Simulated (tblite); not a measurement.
# C4H8AlClO: the cost of one run

Programs: tblite 0.8.0 and PySCF 2.14.0, with density-fitted response routines of our own. Each step states its level of theory. These are calculated values for one molecule in the gas phase, unless marked as measured. Atoms are numbered from 0 throughout.

## 1. Starting geometry

15 atoms, charge 0, multiplicity 1; geometry from: force field or distance geometry start.

Bonds of the start (Å): C0–O1 1.40, O1–Al2 1.83, Al2–Cl3 2.22, Al2–C4 2.02, C4–C5 1.52, C5–C6 1.50, C6–C4 1.49, C0–H7 1.11, C0–H8 1.12, C0–H9 1.10, C4–H10 1.10, C5–H11 1.10, C5–H12 1.11, C6–H13 1.11, C6–H14 1.12.

## 2. Geometry optimisation with GFN2-xTB

The job: settings as JSON, then the geometry in Å.

```
{"job": {"kind": "relax", "xc": "GFN2-xTB", "basis": "xTB"}, "charge": 0, "multiplicity": 1}
C      2.922600    -0.049800     0.229100
O      1.594200     0.172900     0.622800
Al     0.540400     0.363600    -0.858100
Cl     1.003500    -0.991800    -2.558700
C     -1.429100     0.602500    -0.471900
C     -2.032500    -0.669200     0.103700
C     -1.917500     0.575100     0.934200
H      2.912400    -0.934000    -0.441900
H      3.206300     0.853100    -0.365400
H      3.602900    -0.191800     1.085900
H     -2.052300     1.145500    -1.203500
H     -2.985300    -0.999200    -0.325900
H     -1.321500    -1.502000     0.305400
H     -2.874300     1.101600     1.154500
H     -1.174300     0.531400     1.767800
```

On the command line:

```sh
$ OMP_NUM_THREADS=1 python probes_run.py task.json out
```

This one command runs all jobs of the session in turn.

**Question.** How long does this first job take on 1 thread of Intel Xeon at 2.70GHz, shared host, and how much memory does it need?

About 1.4 s, with a peak of 0.18 GiB.
